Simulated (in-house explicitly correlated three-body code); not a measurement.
**Two electrons around a charge of +3.1: exact states and exact Kohn–Sham parts**

One table from this session's results is given with a row withheld; the runs are named, their logs left out.

Method: two electrons, non-relativistic, variational in exponentially correlated functions. Code: in-house explicitly correlated three-body code version 1.

**What is computed**

```
charge of the centre : +3.1
mass of the centre   : infinite
interactions         : Coulomb
basis                : 260 functions exp(−a r1 − b r2 − g r12) a state, exponent ranges optimised
units                : hartree and bohr; relativity and QED are left out
```

Set-up of the first run:

Settings:

```ini
Z = 3.1
interaction_strength = 1.0
functions = 260
states_tried = 13
```

The run is started by

```console
$ python run_hyl.py task.json out
```

One table of the session follows, with a row left open; its other results are not shown here.

| state | binding (eV) | excitation (eV) | ⟨r12⟩ (bohr) |
| --- | --- | --- | --- |
| 1 ¹S | 82.2463 | 0 | 0.8297 |
| 2 ³S | 18.1799 | 64.0664 | 2.459 |
| 2 ¹S | ? | ? | ? |
| 2 ³P | 15.8131 | 66.4332 | 2.319 |
| 2 ¹P | 14.8005 | 67.4458 | 2.469 |
| 3 ³S | 7.52547 | 74.7208 | 5.742 |
| 3 ¹S | 6.99636 | 75.2499 | 6.156 |
| 3 ³P | 6.90782 | 75.3385 | 5.760 |
| 3 ¹P | 6.60676 | 75.6395 | 6.033 |
| 4 ³S | 4.09942 | 78.1469 | 10.48 |
| 4 ¹S | 3.88690 | 78.3594 | 11.04 |
| 4 ³P | 3.85135 | 78.3950 | 10.67 |
| 4 ¹P | 3.72486 | 78.5214 | 11.04 |

Estimate the missing values for 2 ¹S.

The run gave: binding (eV): 16.1650; excitation (eV): 66.0813; ⟨r12⟩ (bohr): 2.719. In the column «binding (eV)» it lies between 2 ³P (15.8131) and 2 ³S (18.1799).
